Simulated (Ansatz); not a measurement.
# CsLiCr2Te2S3 (Cm) in Ansatz: further runs

Runs on CsLiCr2Te2S3. Level: PBE. Tasks: density of states, electric field gradients.

Everything below comes from runs of Ansatz 0.2.0. Logs are shortened: lines on timing, memory, paths and dates and some standing lists are left out, and cuts for length are marked.

## Step 1: The crystal as given

The structure is monoclinic, space group Cm (No. 8). The conventional cell has a = 6.843 Å, b = 10.361 Å, c = 7.978 Å, α = 90.00°, β = 111.21°, γ = 90.00°. Around Cs (site symmetry m) lie 5 S at 3.58 to 3.92 Å and 1 Li at 4.01 Å. Li (site symmetry m) has 3 S at 2.42 to 2.56 Å as nearest neighbours. Cr (site symmetry 1) has 3 S at 2.20 to 2.25 Å and 1 Te at 2.51 Å as nearest neighbours. Te (site symmetry 1) has 1 Cr at 2.51 Å as nearest neighbours. S (site symmetry 1) has 2 Cr at 2.24 to 2.25 Å and 1 Li at 2.56 Å as nearest neighbours. S (site symmetry m) has 2 Cr at 2.20 Å and 1 Li at 2.42 Å as nearest neighbours.

The cell was built by a generator and needn't be a form met in nature.

## Step 2: Density of states, PBE, collinear spin, ferromagnetic start

Input file input.yaml:

```yaml
crystal:
  lattice:
    - [3.42162, -5.18069, 0.00784]
    - [3.42162, 5.18069, 0.00784]
    - [-2.90411, 0.0, 7.43093]
  atoms:
    - { symbol: Cs, position: [0.09374, 0.09374, 0.00853] }
    - { symbol: Li, position: [0.58875, 0.58875, 0.55336] }
    - { symbol: Cr, position: [0.05646, 0.46755, 0.5579], spin: 3.0 }
    - { symbol: Cr, position: [0.46755, 0.05646, 0.5579], spin: 3.0 }
    - { symbol: Te, position: [0.56486, 0.87357, 0.29035] }
    - { symbol: Te, position: [0.87357, 0.56486, 0.29035] }
    - { symbol: S, position: [0.81151, 0.39697, 0.73347] }
    - { symbol: S, position: [0.39697, 0.81151, 0.73347] }
    - { symbol: S, position: [0.21404, 0.21404, 0.48371] }
kpoints:
  mp_grid: { grid: [5, 5, 4] }
scf:
  occupations: { method: fermi_dirac, width: 0.05 }
hamiltonian:
  xc: pbe
  pseudopotentials: { kind: all_electron, datasets: crystal }
magnetization:
  spin_polarized: true
output:
  forces: true
  stress: true
  eigenvalues: true
  dos: { projected: false, de: 0.2, e_range: [-14, 8] }
```

Potentials or basis: all-electron PAW datasets made for the crystal.

Run with:

```sh
ansatz run input.yaml --threads 8 --pin off --max-ram 24576MiB --backend cpu --events-out ev --progress --plain --runs-dir out
```

Standard output:

```text
Warning: RAYON_NUM_THREADS=8 ignored (pool sized by the plan → 8); use --threads N
hamiltonian.pseudopotentials.datasets: crystal makes datasets for this crystal and solves the spheres of its atoms anew in each pass: cutoff 300.0 eV, the density's 1200.0 eV; for an error of 0.50 meV an atom under PBE, 4.5 meV for the cell; an energy difference from a run of another recipe may be off by several times the error for the cell, under r2SCAN by more, where some 0.1 meV an atom stays at smaller errors; Li in spheres of 1.376 Å, 1 of its electrons in bands; S in spheres of 0.953 Å, 6 of its electrons in bands; Cr in spheres of 1.244 Å, 14 of its electrons in bands; Te in spheres of 1.259 Å, 16 of its electrons in bands; Cs in spheres of 1.376 Å, 19 of its electrons in bands
band count auto-derived: 69 (N_el = 98.0; filled up to band 49; 63 by the electrons, moments and atoms)
Engine: ansatz 0.2.0, x86_64-unknown-linux-gnu
Pseudopotentials: kind: all_electron
Pseudopotential: Cs, paw, valence charge 19, recommended cutoff 300 eV (normal), crystal/all_electron/pbe/scalar/gaussian/Cs, Koelling and Harmon's equation, gaussian nucleus
Pseudopotential: Li, paw, valence charge 1, recommended cutoff 300 eV (normal), crystal/all_electron/pbe/scalar/gaussian/Li, Koelling and Harmon's equation, gaussian nucleus
Pseudopotential: Cr, paw, valence charge 14, recommended cutoff 300 eV (normal), crystal/all_electron/pbe/scalar/gaussian/Cr, Koelling and Harmon's equation, gaussian nucleus
Pseudopotential: Te, paw, valence charge 16, recommended cutoff 300 eV (normal), crystal/all_electron/pbe/scalar/gaussian/Te, Koelling and Harmon's equation, gaussian nucleus
Pseudopotential: S, paw, valence charge 6, recommended cutoff 300 eV (normal), crystal/all_electron/pbe/scalar/gaussian/S, Koelling and Harmon's equation, gaussian nucleus
Functional definition: PBE
  parameter kappa = 0.804
  parameter beta = 0.06672455060314922
  exchange = pbe_x(kappa = kappa, mu = beta*pi^2/3)
  correlation = pbe_c(beta = beta)
a search for the magnetic state begins, with frozen cores and fixed partial waves. It gives no result and prints no iterations
the search for the magnetic state of this step took 17 SCF iterations with frozen cores. It stayed in its first state, in which the spheres begin
Crystal: 9 atoms, lattice volume = 263.682 Å³
Basis set: ecut = 300 eV, 3135 PW (Γ), exchange–correlation on 72×72×96 points (8 copies of the dense FFT grid, shifted against one another)
Bands: 69, of which v1, the nominal top of the filled ones, is band 49 counted from 1 (48 counted from 0)
Symmetry: 2 space group operations
Space group: Cm (ITA 8), of the structure as read, at distance tolerance 6.4e-5 Å
Magnetic group: BNS 8.32 (UNI 39), of the structure as read, at distance tolerance 6.4e-5 Å
k-points: 33 of 100 (time reversal used)
Non-local potential: Cs, projectors of the file, l = 0: 2, l = 1: 1, l = 2: 3, l = 3: 2
Non-local potential: Li, projectors of the file, l = 0: 1, l = 1: 1
Non-local potential: Cr, projectors of the file, l = 0: 2, l = 1: 2, l = 2: 2
Non-local potential: Te, projectors of the file, l = 0: 1, l = 1: 1, l = 2: 2
Non-local potential: S, projectors of the file, l = 0: 1, l = 1: 1, l = 2: 2
PAW form: soft (Blöchl's): semilocal exchange-correlation on the pseudo side does not see the compensation charge
PAW one-centre angular grid: Cs, 590 points (default); XC on its mesh's 1853 points in the sphere
PAW one-centre angular grid: Li, 110 points (default); XC on its mesh's 2121 points in the sphere
PAW one-centre angular grid: Cr, 590 points (default); XC on its mesh's 1911 points in the sphere
PAW one-centre angular grid: Te, 590 points (default); XC on its mesh's 1827 points in the sphere
PAW one-centre angular grid: S, 110 points (default); XC on its mesh's 1867 points in the sphere
Initial density: read from a saved state, or passed on in memory by an earlier SCF of this step, an earlier step, the calling program or the single point that the run made first
Starting moments: Σ|m| = 6 μB on 2 of 9 sites; this step starts from the density that it was given
[... 15 lines left out ...]
SCF iter  10: F=—  HF=-671643.956939 eV  |F-HF|=—  |Δ(HF+E_count)|=   1.20e-7  Δρ=2.26e-6 (↑2.26e-6 ↓1.74e-6)  dr2=1.87e-7  dr2_m=1.67e-9  M=4.011 μB ∫|m|=5.775 μB  β_m=0.93  ethr=9.21e-10  ⟨swp⟩=3.0  Hψ=8436  notcnv=0  defer=1
SCF iter  11: F=—  HF=-671643.956939 eV  |F-HF|=—  |Δ(HF+E_count)|=   4.55e-8  Δρ=7.35e-6 (↑7.35e-6 ↓3.69e-6)  dr2=5.72e-7  dr2_m=8.54e-9  M=4.011 μB ∫|m|=5.775 μB  β_m=0.97  ethr=1.91e-10  ⟨swp⟩=3.0  Hψ=8901  notcnv=0  defer=2  recentre
SCF iter  12: F=-671643.956939 eV  HF=-671643.956939 eV  |F-HF|=8.94e-8  |Δ(HF+E_count)|=   2.76e-8  Δρ=3.00e-6 (↑3.00e-6 ↓1.47e-6)  dr2=9.31e-8  dr2_m=1.50e-9  M=4.011 μB ∫|m|=5.775 μB  ethr=1.91e-10  ⟨swp⟩=2.1  Hψ=7854  notcnv=0  defer=4
SCF 1 converged in 12 iterations: F = -671643.956929 eV  dr2 = 9.31e-8
  Residual-converged pass: ⟨swp⟩=3.0  Hψ=10013  notcnv=0  max |occ|·‖R‖ = 5.8e-6 eV (tolerance 6.7e-6 eV)  dr2=8.94e-8  dr2_m=1.44e-9  dr2_onsite=3.23e-8  max |Δocc| = 1.1e-10
SCF converged after 12 iterations
Magnetization: 4.0110 μB (51.0055 up, 46.9945 down)
Absolute magnetization: 5.7753 μB (∫|ρ↑−ρ↓|)
Spin contamination: 0.4420 ħ² per cell (⟨S²⟩ above its minimum at these occupations)
Per-site moments (μB) at R_I (Å): [(-0.000792983466121302, 1.4753115793158755), (0.0002829627489295323, 0.9979465793461388), (2.0256555222914474, 0.9087395476383824), (2.0256555222914483, 0.9087395476383824), (-0.133145285498462, 1.035123590143727), (-0.13314528549846222, 1.035123590143727), (-0.05906880276860978, 0.9258964266594559), (-0.0590688027686095, 0.9258964266594559), (-0.05339000329182018, 0.9087395476383824)]
Free energy (F): -671643.956929 eV
Harris-Foulkes:  -671643.956930 eV  (|F-HF|=8.94e-8)
Internal energy: -671643.930040 eV  (E = F + TS)
E sigma→0 (E₀):  -671643.943485 eV
Entropy (-TS):   -0.026890 eV (-2.988 meV/atom)
Past the cutoff: the bands carry plane waves up to 1.75 times it, of which those up to 1.5 times it add -0.000461 eV an atom, each by itself; the spheres take 0.000314 eV an atom off the energy for waves past 1.75 times it
By the cutoff:   a pressure is off by up to 0.006 GPa (1.2 times the spheres' own share and the shells' term, over an atom's volume, and 0.004 GPa: a bound that held against runs at twice the plane waves)
Past the cutoffs: a stress includes 0.0010 GPa for waves and charges beyond them, in addition to the slope of what the spheres take
In the spheres:  the bands' charges fall short by 3.6e-5 e at most (sound up to 1e-3)
Fermi energy:    6.921784 eV
--- Per-component energies (eV) ---
  E_band       = -1849.797725
  E_kinetic    = 1081.058468
  E_local      = -11520.254997  (includes V_loc(G=0)·N_el)
  E_nonlocal   = -483.279758
  E_hartree    = 5210.810955
  E_xc         = -606.227389
  E_vxc        = -770.118429  (∫ρ·V_xc dr)
  E_paw        = -679522.180779  (= ΣΔE_a)
  E_vpaw       = -22246.674744  (= ΣTr[D̂ρ^β])
  E_ewald      = -7471.729622
  E_smearing   = -0.026890  (= −TS)
  E_closure    = 21667.873083  (closes the sum)
  Σ components = -671643.956929   (vs F -671643.956929, Δ=0.00e0)
  The terms above E_closure are by the made datasets' own strengths, without shells solved beside the bands.
--- Forces (eV/Å), atoms counted from 1 ---
  atom   1  Cs     0.00168107     0.00000000     0.00186202
  atom   2  Li    -0.00064873     0.00000000     0.00164762
  atom   3  Cr    -0.00251277    -0.00748197     0.00145347
  atom   4  Cr    -0.00251277     0.00748197     0.00145347
  atom   5  Te     0.00464391     0.01384757    -0.00573802
  atom   6  Te     0.00464391    -0.01384757    -0.00573802
  atom   7  S     -0.00478598     0.00233187     0.00331019
  atom   8  S     -0.00478598    -0.00233187     0.00331019
  atom   9  S      0.00421449     0.00000000    -0.00153804
  max |Σ_I F_I| component: 6.28e-5 eV/Å
--- Stress (GPa, compression-positive) ---
        0.015784      -0.000000      -0.008864
       -0.000000      -0.027363       0.000000
       -0.008864       0.000000       0.027659
  P = ⅓ Tr σ = 0.0054 GPa (0.054 kbar)
--- Band table (eV; the first three rows and the last of 66) ---
  k-point 0 ↑: bands = ["-65.9783", "-65.9774", "-62.3046", "-62.3040", "-62.3030", "-62.2990", "-62.2987", "-37.3893", "-37.3843", "-37.3636", "-37.3555", "-37.2629", "-37.2617", "-29.4705", "-29.4508", "-29.4464", "-29.4433", "-29.4413", "-29.4333", "-29.3961", "-29.3942", "-29.3900", "-29.3892", "-14.8241", "-6.2738", "-5.5756", "-5.4542", "-4.0622", "-2.8277", "-1.6723", "-1.6462", "-1.6449", "1.7405", "2.4487", "2.6241", "2.8192", "3.1359", "3.3930", "3.5186", "3.6101", "3.6701", "4.4614", "4.5222", "4.7217", "4.9285", "5.1854", "5.7802", "5.8322", "6.1493", "6.5303", "6.5549", "6.7083", "7.1645", "7.6948", "8.0142", "8.6062", "8.9469", "9.9100", "10.9997", "11.3864", "11.7583", "12.0416"]
  k-point 1 ↑: bands = ["-65.9783", "-65.9774", "-62.3046", "-62.3040", "-62.3030", "-62.2990", "-62.2987", "-37.3893", "-37.3843", "-37.3636", "-37.3555", "-37.2629", "-37.2617", "-29.4705", "-29.4508", "-29.4464", "-29.4433", "-29.4413", "-29.4333", "-29.3961", "-29.3942", "-29.3900", "-29.3892", "-14.8240", "-6.2765", "-5.5710", "-5.4544", "-4.0694", "-2.8292", "-1.6731", "-1.6448", "-1.6386", "1.7481", "2.4684", "2.7185", "2.8193", "3.1375", "3.3932", "3.4977", "3.6032", "3.6695", "4.3815", "4.4912", "4.7531", "4.8554", "5.1948", "5.7632", "5.8367", "6.1502", "6.5341", "6.5644", "6.7510", "7.1112", "7.6490", "7.7912", "8.6010", "8.9353", "10.3342", "10.8899", "11.5396", "11.6552", "12.1486"]
  k-point 2 ↑: bands = ["-65.9783", "-65.9774", "-62.3046", "-62.3040", "-62.3030", "-62.2990", "-62.2987", "-37.3893", "-37.3843", "-37.3636", "-37.3555", "-37.2629", "-37.2617", "-29.4705", "-29.4508", "-29.4464", "-29.4433", "-29.4413", "-29.4333", "-29.3961", "-29.3942", "-29.3900", "-29.3892", "-14.8240", "-6.2791", "-5.5665", "-5.4545", "-4.0767", "-2.8306", "-1.6732", "-1.6433", "-1.6330", "1.7557", "2.4839", "2.8198", "2.8446", "3.1252", "3.3985", "3.4814", "3.5240", "3.7335", "4.2970", "4.4623", "4.7737", "4.7839", "5.2021", "5.7462", "5.8382", "6.1496", "6.5358", "6.5731", "6.7937", "7.0703", "7.5926", "7.6173", "8.5955", "8.9231", "10.6085", "11.2536", "11.5402", "11.8145", "11.8295"]
  k-point 32 ↓: bands = ["-63.6387", "-63.6379", "-62.3047", "-62.3041", "-62.3032", "-62.2994", "-62.2992", "-35.0811", "-35.0784", "-35.0501", "-35.0474", "-34.9947", "-34.9812", "-29.5132", "-29.4916", "-29.4859", "-29.4843", "-29.4817", "-29.4729", "-29.4261", "-29.4256", "-29.4225", "-29.4217", "-14.8237", "-6.0489", "-5.8194", "-5.5224", "-4.0114", "-3.4936", "-1.6924", "-1.6515", "-1.6095", "2.3272", "2.6281", "2.9092", "3.1682", "3.4575", "3.6605", "3.7993", "4.0035", "4.1162", "4.4032", "4.4992", "4.8660", "5.5305", "6.2996", "6.7279", "7.7327", "7.8934", "8.0814", "8.1227", "8.4756", "8.6110", "8.8720", "9.0032", "9.0320", "9.5980", "11.2889", "11.3414", "11.7202", "12.1590", "12.2591"]
```

It took 54 s on 8 threads of AMD EPYC 9R45 (Zen 5), shared host; peak memory 7 GiB.

Results:

```yaml
Free_energy: -671643.9569 eV
Pressure: 0.0 GPa
Largest_force: 0.016 eV/Å
Band_gap_on_the_k_mesh: none (metal or under the smearing width)
Net_moment: 4.01 μB per cell
Absolute_moment: 5.78 μB per cell
Site_moments: Cs -0.00; Li +0.00; Cr +2.03; Te -0.13; S -0.06, -0.05 μB
```

Forces on the atoms (eV/Å):
```
Cs   0.002  0.000  0.002
Li  -0.001  0.000  0.002
Cr  -0.003 -0.007  0.001
Cr  -0.003  0.007  0.001
Te   0.005  0.014 -0.006
Te   0.005 -0.014 -0.006
S   -0.005  0.002  0.003
S   -0.005 -0.002  0.003
S    0.004  0.000 -0.002
```

States per cell in windows of 1 eV (zero at the Fermi level; states under -8 eV left out):
| from (eV) | up | down |
| --- | --- | --- |
| -8.0 | 0.00 | 0.00 |
| -7.0 | 0.00 | 0.00 |
| -6.0 | 0.55 | 0.00 |
| -5.0 | 2.96 | 2.17 |
| -4.0 | 5.55 | 5.39 |
| -3.0 | 3.08 | 3.53 |
| -2.0 | 3.21 | 2.13 |
| -1.0 | 3.63 | 1.77 |
| 0.0 | 3.58 | 1.96 |
| 1.0 | 2.43 | 5.10 |
| 2.0 | 0.01 | 2.94 |
| 3.0 | 0.75 | 0.50 |
| 4.0 | 3.17 | 3.05 |
| 5.0 | 3.94 | 3.94 |
| 6.0 | 3.61 | 3.37 |
| 7.0 | 0.53 | 1.14 |

Caveat: the program warned that the printed levels may be off, so bands, gaps and densities of states are rough; only a ferromagnetic start was run, and an antiferromagnetic order may lie lower in energy.

(Continued in part 2 of 2.)
